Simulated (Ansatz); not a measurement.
# ClGeH₂O+: single points off equilibrium

Aim: energy, forces and dipole at a structure displaced at random from a GFN2-xTB minimum, from CCSD(T) and from density functionals.

Method: single points in def2-TZVPP; program: Ansatz 0.2.0, Gaussian basis.

Cores are frozen in the correlated methods. Filled d shells of the heavier atoms are correlated.

## Step 1: The starting structure

SMILES `[OH][GeH+][Cl]`, 5 atoms, charge 1, spin multiplicity 1.

Atoms are counted from 1 here; the program's logs count them from 0.

Bond lengths: O1–Ge2 1.691 Å, O1–H4 0.966 Å, Ge2–Cl3 2.055 Å, Ge2–H5 1.496 Å. Angles: Ge2–O1–H4 137.3°, O1–Ge2–Cl3 115.8°, O1–Ge2–H5 103.2°, Cl3–Ge2–H5 140.9°.

As a file:

```xyz
5
ClGeH2O
O    -1.0061    0.3167   -0.4218
Ge    0.5493    0.1528    0.2216
Cl    1.2009   -1.7751    0.5103
H    -1.7364   -0.2652   -0.6706
H     1.0094    1.5685    0.3705
```

## Step 2: CCSD(T)/def2-TZVPP

run/in.yaml reads:

```yaml
crystal:
  periodic: [false, false, false]
  atoms:
    - {symbol: O, position_ang: [-1.006100, 0.316700, -0.421800]}
    - {symbol: Ge, position_ang: [0.549300, 0.152800, 0.221600]}
    - {symbol: Cl, position_ang: [1.200900, -1.775100, 0.510300]}
    - {symbol: H, position_ang: [-1.736400, -0.265200, -0.670600]}
    - {symbol: H, position_ang: [1.009400, 1.568500, 0.370500]}
basis:
  gaussian: {orbitals: def2-TZVPP}
total_charge: 1
correlation: {method: ccsd_t}
output: {forces: true}
```

The command line of these runs was not kept.

## Step 3: PBE0-D4/def2-TZVPP

Changes to run/in.yaml since step 2:

```diff
@@ -11,3 +11,3 @@
 total_charge: 1
-correlation: {method: ccsd_t}
-output: {forces: true}
+hamiltonian: {xc: pbe0, dispersion: d4}
+output: {forces: true, orbitals: {seedname: orbitals}}
```

## Step 4: wB97M-V/def2-TZVPP

Changes to run/in.yaml since step 3:

```diff
@@ -11,3 +11,3 @@
 total_charge: 1
-hamiltonian: {xc: pbe0, dispersion: d4}
-output: {forces: true, orbitals: {seedname: orbitals}}
+hamiltonian: {xc: {name: wB97M-V}}
+output: {forces: true}
```

## Step 5: r2SCAN-D4/def2-TZVPP

Changes to run/in.yaml since step 4:

```diff
@@ -11,3 +11,3 @@
 total_charge: 1
-hamiltonian: {xc: {name: wB97M-V}}
+hamiltonian: {xc: r2scan, dispersion: d4}
 output: {forces: true}
```

## Step 6: PBE-D4/def2-TZVPP

Changes to run/in.yaml since step 5:

```diff
@@ -11,3 +11,3 @@
 total_charge: 1
-hamiltonian: {xc: r2scan, dispersion: d4}
+hamiltonian: {xc: pbe, dispersion: d4}
 output: {forces: true}
```

## Step 7: r2SCANh-D4/def2-TZVPP

Changes to run/in.yaml since step 6:

```diff
@@ -11,3 +11,3 @@
 total_charge: 1
-hamiltonian: {xc: pbe, dispersion: d4}
+hamiltonian: {xc: {name: r2SCANh}, dispersion: d4}
 output: {forces: true}
```

## Step 8: wB97X-V/def2-TZVPP

Changes to run/in.yaml since step 7:

```diff
@@ -11,3 +11,3 @@
 total_charge: 1
-hamiltonian: {xc: {name: r2SCANh}, dispersion: d4}
+hamiltonian: {xc: {name: wB97X-V}}
 output: {forces: true}
```

(Steps that only read results are left out.)

Q: Predict the outcome of this session. Wanted: energy less free atoms, CCSD(T)/def2-TZVPP; RMS force component; RMS force error; HOMO and LUMO, PBE0-D4; T1 diagnostic.

**Answer**, as computed:

| quantity | value |
| --- | --- |
| energy less free atoms, CCSD(T)/def2-TZVPP | -647.5 kJ/mol |
| RMS force component | 0.412 to 0.456 eV/Å over the methods |
| RMS force error | PBE0-D4 0.072, wB97M-V 0.051, r2SCAN-D4 0.051, PBE-D4 0.271, r2SCANh-D4 0.075, wB97X-V 0.088 eV/Å |
| HOMO and LUMO, PBE0-D4 | -15.65 and -8.52 eV |
| T1 diagnostic | 0.015 |

Against CCSD(T) the functionals' energies less atoms differ by -63.5 to -12.5 kJ/mol, PBE-D4 by -63.5 kJ/mol. CCSD(T) in triple zeta still lacks some correlation energy of the bonds, so part of these gaps is its own basis error and they don't rank the functionals. For forces wB97M-V does best and PBE-D4 worst. Frozen-core CCSD(T) forces in triple zeta carry basis errors of their own, and this is one geometry, so small gaps rank nothing.
